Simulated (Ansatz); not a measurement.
# ClH2InO: basis-set convergence

One table from this session's results is given with a row withheld; the runs are named, their logs left out.

The runs use Ansatz 0.2.0, Gaussian basis; one geometry, several basis sets.

The runs, in order: PBE0-D4/def2-SVP; ωB97M-V/def2-SVP; PBE0-D4/def2-QZVPP; ωB97M-V/def2-QZVPP; the functionals' def2-TZVPP values are taken from earlier runs.

## The relaxed structure

All runs share one geometry, relaxed beforehand with PBE0-D4 in a triple-zeta def2 set. In takes the def2 core potential; no spin-orbit term is included.

SMILES `[OH][InH][Cl]`, 5 atoms, charge 0, spin multiplicity 1.

Atoms are counted from 1 here; the program's logs count them from 0.

Bond lengths: O1–In2 1.968 Å, O1–H4 0.961 Å, In2–Cl3 2.333 Å, In2–H5 1.688 Å. Angles: In2–O1–H4 111.6°, O1–In2–Cl3 109.8°, O1–In2–H5 126.8°, Cl3–In2–H5 123.4°.

Set-up of the first run:

File in.yaml:

```yaml
crystal:
  periodic: [false, false, false]
  atoms:
    - {symbol: O, position_ang: [-1.390065, 0.131762, -0.577040]}
    - {symbol: In, position_ang: [0.449489, 0.401799, 0.067161]}
    - {symbol: Cl, position_ang: [1.287940, -1.597344, 0.930358]}
    - {symbol: H, position_ang: [-1.681657, -0.774766, -0.446960]}
    - {symbol: H, position_ang: [1.334283, 1.838549, 0.026481]}
basis:
  gaussian: {orbitals: def2-SVP}
hamiltonian: {xc: pbe0, dispersion: d4}
output: {orbitals: {seedname: orbitals}}
```

Steps of the session up to this table: PBE0-D4 in def2-SVP; ωB97M-V in def2-SVP; PBE0-D4 in def2-QZVPP; ωB97M-V in def2-QZVPP.

One table of the session follows, with a row left open; its other results are not shown here.

It belongs to the step «Functionals by basis». 

```
functional       basis  HOMO (eV)  LUMO (eV)
   PBE0-D4    def2-SVP      -8.43      -1.35
   PBE0-D4  def2-TZVPP      -8.64      -1.51
   PBE0-D4  def2-QZVPP      -8.68      -1.55
   ωB97M-V    def2-SVP          ?          ?
   ωB97M-V  def2-TZVPP     -10.92      -0.02
   ωB97M-V  def2-QZVPP     -10.97      -0.10
```

**Question.** Estimate the row for ωB97M-V, def2-SVP.

**Answer.** HOMO (eV): -10.65; LUMO (eV): 0.29. In the column «HOMO (eV)» it lies between ωB97M-V, def2-TZVPP (-10.92) and PBE0-D4, def2-QZVPP (-8.68).
